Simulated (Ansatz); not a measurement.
# MgO (Periclase): the cost of one run

Program: Ansatz 0.2.0. Level of theory: DFT, PBE, plane-wave PAW, default files, scalar-relativistic. These are calculated values, not measurements.

The COD entry's cell or inner coordinates are ideal or old and differ from later refinements, so a difference from it is no clean test against experiment.

1 further run of the same task is left out (it didn't finish).

### 1 Starting point

Symmetry: Fm-3m, No. 225, cubic system. Conventional cell: a = 4.217 Å, b = 4.217 Å, c = 4.217 Å, α = 90.00°, β = 90.00°, γ = 90.00°. Mg (site symmetry m-3m) is surrounded by 6 O at 2.11 Å. Around O (site symmetry m-3m) lie 6 Mg at 2.11 Å.

Structure file:

```xyz
2
Lattice="0.0000 2.1085 2.1085 2.1085 0.0000 2.1085 2.1085 2.1085 0.0000" Properties=species:S:1:pos:R:3 pbc="T T T"
Mg    0.0000    0.0000    0.0000
O     2.1085    2.1085    2.1085
```

### 2 Relaxation of the positions

input.yaml reads:

```yaml
crystal:
  lattice:
    - [0.0, 2.1085, 2.1085]
    - [2.1085, 0.0, 2.1085]
    - [2.1085, 2.1085, 0.0]
  atoms:
    - { symbol: Mg, position: [0.0, 0.0, 0.0] }
    - { symbol: O, position: [0.5, 0.5, 0.5] }
kpoints:
  mp_grid: { grid: [8, 8, 8] }
scf:
  occupations: { method: fermi_dirac, width: 0.02 }
hamiltonian:
  xc: pbe
  pseudopotentials: { kind: paw }
output:
  forces: true
  stress: true
  populations: true
  efg:
    quadrupole_moments_barn: { Mg: 0.1994, O: -0.02558 }
    contact_densities: true
relax:
  f_tol: 0.02
  max_steps: 60
```

Started as:

```console
ansatz run input.yaml --threads 1 --pin off --max-ram 2560MiB --backend cpu --events-out ev --progress --plain --runs-dir out
```

**Question.** How long does this run take on 1 thread of Arm Neoverse V1, shared host, and how much memory does it need?

About 1.7 s, with a peak of 0.29 GiB.
